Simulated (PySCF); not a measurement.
# C3H3BrGeO: the cost of one run

Programs: PySCF 2.14.0, with density-fitted response routines of our own. Each step states its level of theory. These are calculated values for one molecule in the gas phase, unless marked as measured. Atoms count from 0, in the outputs and in this text.

### Step 1. The molecule as given

9 atoms, charge 0, multiplicity 1; geometry from: GFN2-xTB. The atoms were then displaced at random by about 0.01 Å, so the start is not that level's minimum.

Bonds of the start (Å): O0–C1 1.20, C1–C2 1.42, C2–C3 1.26, C3–Ge4 1.87, Ge4–Br5 2.27, C1–H6 1.10, Ge4–H7 1.50, Ge4–H8 1.53.

### Step 2. Optimising the geometry at PBE0-D3(BJ)/def2-SVP

What the job is given:

```
{"job": {"xc": "PBE0", "basis": "def2-SVP", "d3": "d3bj", "grid": 1, "shake": 0.01, "kind": "geom"}, "charge": 0, "multiplicity": 1}
O     -3.272180    -0.883170     0.249620
C     -2.532990    -0.047750    -0.193740
C     -1.122660    -0.083030    -0.052590
C      0.132930    -0.129210     0.085980
Ge     1.996450    -0.128150     0.231260
Br     2.729910     1.738160    -0.838830
H     -2.854740     0.840030    -0.767300
H      2.590420    -1.319110    -0.454730
H      2.390670    -0.004930     1.706590
```

Run with:

```console
$ OMP_NUM_THREADS=1 python probes_run.py task.json out
```

One launch serves the whole session: the jobs run in the order shown.

**Question.** How long does this first job take on 1 thread of Arm Neoverse V1, shared host, and how much memory does it need?

About 2.2 min, with a peak of 0.59 GiB.
